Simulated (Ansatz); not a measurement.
# C2H9Al2N: the cost of one run

Method: RKS BHLYP-D4/STO-3G, in Ansatz 0.2.0.

## Step 1: The starting structure

Bond lengths: C1–C2 1.472 Å, C2–N3 1.435 Å, C2–Al4 1.975 Å, C2–Al5 2.027 Å, C1–H6 1.158 Å, C1–H7 1.106 Å, C1–H8 1.122 Å, N3–H9 1.069 Å, N3–H10 1.072 Å, Al4–H11 1.584 Å, Al4–H12 1.634 Å, Al5–H13 1.557 Å, Al5–H14 1.586 Å. Angles (14 of 21 angles, heavy atoms first): C1–C2–N3 109.8°, C1–C2–Al4 112.2°, C1–C2–Al5 111.5°, N3–C2–Al4 108.1°, N3–C2–Al5 109.6°, Al4–C2–Al5 105.4°, C2–C1–H6 113.2°, C2–C1–H7 113.9°, C2–C1–H8 112.0°, C2–N3–H9 112.8°, C2–N3–H10 111.8°, C2–Al4–H11 122.5°, C2–Al4–H12 119.1°, C2–Al5–H13 120.2°.

Coordinates:

```xyz
14

C    -0.9691    0.9192    0.4284
C     0.1419    0.0108    0.1012
N     1.2449    0.2557    0.9851
Al   -0.3721   -1.8887    0.2709
Al    0.7455    0.2360   -1.8202
H    -0.6971    2.0372    0.2974
H    -1.3374    0.8217    1.4662
H    -1.8354    0.7949   -0.2737
H     1.5905    1.2665    0.9457
H     0.9663    0.1313    2.0130
H    -0.4208   -2.8714   -0.9709
H    -0.9584   -2.4302    1.6969
H     2.2053    0.6770   -2.1351
H    -0.3168    0.0108   -2.9761
```

## Step 2: End point A

File input.yaml:

```yaml
crystal:
  periodic: [false, false, false]
  atoms:
    - { symbol: C, position_ang: [-0.9691, 0.9192, 0.4284] }
    - { symbol: C, position_ang: [0.1419, 0.0108, 0.1012] }
    - { symbol: "N", position_ang: [1.2449, 0.2557, 0.9851] }
    - { symbol: Al, position_ang: [-0.3721, -1.8887, 0.2709] }
    - { symbol: Al, position_ang: [0.7455, 0.236, -1.8202] }
    - { symbol: H, position_ang: [-0.6971, 2.0372, 0.2974] }
    - { symbol: H, position_ang: [-1.3374, 0.8217, 1.4662] }
    - { symbol: H, position_ang: [-1.8354, 0.7949, -0.2737] }
    - { symbol: H, position_ang: [1.5905, 1.2665, 0.9457] }
    - { symbol: H, position_ang: [0.9663, 0.1313, 2.013] }
    - { symbol: H, position_ang: [-0.4208, -2.8714, -0.9709] }
    - { symbol: H, position_ang: [-0.9584, -2.4302, 1.6969] }
    - { symbol: H, position_ang: [2.2053, 0.677, -2.1351] }
    - { symbol: H, position_ang: [-0.3168, 0.0108, -2.9761] }
basis:
  gaussian: { orbitals: STO-3G }
hamiltonian:
  xc: { name: BHLYP }
  dispersion: d4
relax:
  f_tol: 0.015
  max_steps: 40
```

Command:

```
$ ansatz run input.yaml --threads 1 --pin off --max-ram 2048MiB --backend cpu --events-out ev --progress --plain --runs-dir out
```

What time and memory should one allow on 1 thread of Arm Neoverse V2, shared host?

About 65 s, with a peak of 0.13 GiB.
